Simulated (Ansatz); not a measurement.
# Si3BF9: a ladder of functionals and wavefunction methods

The task here is to estimate one member of a computed series from the others.

The runs use Ansatz 0.2.0, Gaussian basis; functionals in def2-TZVPP, the program's frozen cores in correlated methods.

Levels to be run: LDA (SPW92), PBE-D4, revPBE-D4, BLYP-D4, r2SCAN-D4, B97M-V, PBE0-D4, B3LYP-D4, r2SCANh-D4, r2SCAN0-D4, HSE06-D4, BHLYP-D4, CAM-B3LYP-D4, LC-ωPBE, ωB97X-V, ωB97M-V, B2PLYP, PBE-QIDH; CCSD(T)/def2-SVP; CCSD(T)/def2-TZVPP; MP2/def2-QZVPP; extrapolation to the limit; RPA on PBE.

### Structure used throughout

An earlier PBE0-D4 in a triple-zeta def2 set relaxation fixed the geometry.

13 atoms, charge 0, spin multiplicity 1.

Atoms are counted from 1 here; the program's logs count them from 0.

Bond lengths: F1–Si2 1.575 Å, Si2–F3 1.576 Å, Si2–F4 1.576 Å, Si2–B5 1.999 Å, B5–Si6 1.999 Å, B5–Si10 1.999 Å, Si6–F7 1.576 Å, Si6–F8 1.576 Å, Si6–F9 1.575 Å, Si10–F11 1.576 Å, Si10–F12 1.575 Å, Si10–F13 1.576 Å. Angles: F1–Si2–F3 107.4°, F1–Si2–F4 107.4°, F1–Si2–B5 114.1°, F3–Si2–F4 109.4°, F3–Si2–B5 109.2°, F4–Si2–B5 109.1°, Si2–B5–Si6 120.0°, Si2–B5–Si10 120.0°, Si6–B5–Si10 119.9°, B5–Si6–F7 109.2°, B5–Si6–F8 109.2°, B5–Si6–F9 114.1°, F7–Si6–F8 109.4°, F7–Si6–F9 107.4°, F8–Si6–F9 107.4°, B5–Si10–F11 109.2°, B5–Si10–F12 114.1°, B5–Si10–F13 109.2° and more.

Set-up of the first run:

in.yaml

```yaml
crystal:
  periodic: [false, false, false]
  atoms:
    - {symbol: F, position_ang: [-0.020968, 1.828440, -2.385567]}
    - {symbol: Si, position_ang: [-0.638554, 0.490983, -1.827713]}
    - {symbol: F, position_ang: [-0.263417, -0.659280, -2.838030]}
    - {symbol: F, position_ang: [-2.204245, 0.670780, -1.795897]}
    - {symbol: B, position_ang: [0.001697, -0.002792, 0.000315]}
    - {symbol: Si, position_ang: [1.305326, 1.173762, 0.955206]}
    - {symbol: F, position_ang: [0.675807, 2.607784, 1.133791]}
    - {symbol: F, position_ang: [2.625792, 1.283431, 0.101402]}
    - {symbol: F, position_ang: [1.710349, 0.654791, 2.386302]}
    - {symbol: Si, position_ang: [-0.661933, -1.672894, 0.875430]}
    - {symbol: F, position_ang: [-1.387371, -1.298227, 2.223758]}
    - {symbol: F, position_ang: [-1.683935, -2.494115, 0.002240]}
    - {symbol: F, position_ang: [0.561852, -2.617463, 1.183362]}
basis:
  gaussian: {orbitals: def2-TZVPP}
hamiltonian: {xc: lda}
output: {orbitals: {seedname: orbitals}}
```

Run with:

```console
$ ansatz run in.yaml --threads 4 --pin off --events-out ev --progress --plain --max-ram 46080MiB --backend cuda --devices 0, --max-vram 37GiB
```

Among the steps run: LDA; PBE-D4 (GGA); revPBE-D4 (GGA); BLYP-D4 (GGA); r2SCAN-D4 (meta-GGA); B97M-V (meta-GGA); B3LYP-D4 (hybrid); r2SCANh-D4 (hybrid); r2SCAN0-D4 (hybrid); HSE06-D4 (hybrid); BHLYP-D4 (hybrid); CAM-B3LYP-D4 (range-separated); LC-ωPBE (range-separated); ωB97X-V (range-separated); ωB97M-V (range-separated); B2PLYP (double hybrid); PBE-QIDH (double hybrid).

One of the session's tables, all rows but one given; the rest of the session is left out.

```
  functional  HOMO (eV)  LUMO (eV)  gap (eV)
 LDA (SPW92)      -8.86      -6.24      2.63
      PBE-D4      -8.64      -5.87      2.77
   revPBE-D4          ?          ?         ?
     BLYP-D4      -8.54      -5.63      2.91
   r2SCAN-D4      -8.99      -5.69      3.29
      B97M-V      -9.07      -5.73      3.34
     PBE0-D4     -10.14      -5.02      5.12
    B3LYP-D4      -9.92      -5.14      4.77
  r2SCANh-D4      -9.54      -5.39      4.14
  r2SCAN0-D4     -10.36      -4.93      5.43
    HSE06-D4      -9.73      -5.40      4.33
    BHLYP-D4     -11.54      -3.94      7.59
CAM-B3LYP-D4     -11.56      -3.80      7.76
     LC-ωPBE     -12.84      -2.60     10.24
     ωB97X-V     -12.48      -2.69      9.79
     ωB97M-V     -12.27      -2.91      9.36
```

Estimate the missing values for revPBE-D4.

**Answer.** HOMO (eV): -8.54; LUMO (eV): -5.71; gap (eV): 2.83.
